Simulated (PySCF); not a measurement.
The system is FBSeH2, in a box.

```
CELL_PARAMETERS angstrom
12.00000 0.00000 0.00000
0.00000 13.00000 0.00000
0.00000 0.00000 11.00000
ATOMIC_POSITIONS crystal
F 0.47745 0.37422 0.57499
B 0.47815 0.45845 0.50796
Se 0.59313 0.55939 0.53880
H 0.40904 0.47022 0.43119
H 0.55278 0.62901 0.44356
```

Program: PySCF 2.14.0. Alike in all runs: task atomic charges; potentials or basis def2-svp (all-electron); no spin polarisation; cell as given; k mesh 1 × 1 × 1; smearing fixed.

Problem. Order these runs on this cell by their band gap on the k mesh, lowest first.
A. level revTPSS+D4; three-body dispersion term yes
B. level r2SCAN+D3(BJ); three-body dispersion term no
C. level PBEsol0; exxdiv ewald
D. level B97-D

Solution. D (5.04 eV), A (5.28 eV), B (5.55 eV), C (7.04 eV).

Caveats: this is a molecule in a periodic box at the Γ point, so its band gap is the HOMO-LUMO gap; relativity is left out, which matters for the heavier elements; the basis of atomic orbitals isn't converged, which shifts pressures, moduli and gaps; this functional is defined with a dispersion term, which the run leaves out (some runs); these D3(BJ) parameters were fitted with the three-body term, which the run leaves out (some runs).

Runs at the PBE level aren't shown here.
